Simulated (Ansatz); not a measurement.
# As4: the cost of one run

Method: the levels named in each step, in Ansatz 0.2.0.

**1. The starting structure**

Bond lengths: As1–As2 2.386 Å, As1–As3 2.386 Å, As2–As3 2.386 Å, As1–As4 2.386 Å, As2–As4 2.386 Å, As3–As4 2.386 Å. Angles: As1–As2–As3 60.0°, As1–As2–As4 60.0°, As3–As2–As4 60.0°, As2–As1–As3 60.0°, As2–As1–As4 60.0°, As3–As1–As4 60.0°, As1–As3–As2 60.0°, As1–As3–As4 60.0°, As2–As3–As4 60.0°, As1–As4–As2 60.0°, As1–As4–As3 60.0°, As2–As4–As3 60.0°.

As a file:

```xyz
4

As   -0.9787    0.0912   -1.0812
As    0.6693    1.2889    0.1609
As    0.9892   -1.0257   -0.3234
As   -0.6798   -0.3547    1.2439
```

**2. A rough first relaxation, PBE-D4/def2-SVP**

This run stands in another session on the same molecule. It ended at:

```xyz
4

As   -1.0102    0.0940   -1.1159
As    0.6909    1.3303    0.1662
As    1.0211   -1.0586   -0.3340
As   -0.7018   -0.3659    1.2839
```

**3. Relaxation, HF/STO-3G**

input.yaml reads:

```yaml
crystal:
  periodic: [false, false, false]
  atoms:
    - { symbol: As, position_ang: [-1.01016629, 0.09396209, -1.11594749] }
    - { symbol: As, position_ang: [0.6909327, 1.33025794, 0.16621269] }
    - { symbol: As, position_ang: [1.02110729, -1.05864062, -0.3339783] }
    - { symbol: As, position_ang: [-0.7018037, -0.36591941, 1.28394309] }
basis:
  gaussian: { orbitals: STO-3G }
hamiltonian:
  xc: hf
relax:
  f_tol: 0.002
  max_steps: 150
```

The run is started by

```console
$ ansatz run input.yaml --threads 2 --pin off --max-ram 5120MiB --backend cpu --events-out ev --progress --plain --runs-dir out
```

What time and memory should one allow on 2 threads of AMD EPYC (Zen 3), shared host?

About 35 s, with a peak of 0.2 GiB.
